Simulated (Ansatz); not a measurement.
SrMg6Ni:

```
Sr Ni Mg
1.0
     4.48525    0.00000    0.00000
     0.00000    3.12818    7.11880
     0.00000   -3.12818    7.11880
Sr Ni Mg
1 1 6
Cartesian
  2.2426 0.0000 10.2261
  0.0000 0.0000 12.7540
  2.2426 0.0000 1.9015
  2.2426 -1.6083 6.0123
  2.2426 1.6083 6.0123
  0.0000 0.0000 4.3452
  0.0000 -1.5414 7.8495
  0.0000 1.5414 7.8495
```

The cell comes from a database or a generator and needn't be the stable form of this composition.

Base run:

| Item | Value |
| --- | --- |
| Program | Ansatz 0.2.0 |
| Functional | PBE |
| Potentials or basis | Ansatz PAW |
| Cutoff | 420 eV (not typed: the program's choice for these potentials) |
| k mesh | 6 × 5 × 5 |
| Occupations | gaussian, width 0.1 eV |
| Spin | collinear spin, ferromagnetic start |
| Starting moments | [0.0, 1.0, 0.0, 0.0, 0.0, 0.0, 0.0, 0.0] μB |

Its results: band gap on the k mesh none (metal or under the smearing width); pressure -0.1 GPa; net moment 0.00 μB per cell; largest force 0.054 eV/Å.

Task: The run is repeated on the same cell with these changes: functional from PBE to LDA; occupations from gaussian, width 0.1 eV to fermi-dirac, width 0.02 eV. What comes out?

Result: Band gap on the k mesh none (metal or under the smearing width); pressure -2.7 GPa; net moment 0.00 μB per cell; largest force 0.214 eV/Å.

Caveats: the starting moments weren't kept; the PAW data sets come from PBE, with cores solved anew for the run's functional, which leaves a small shift of forces and pressure (some runs).
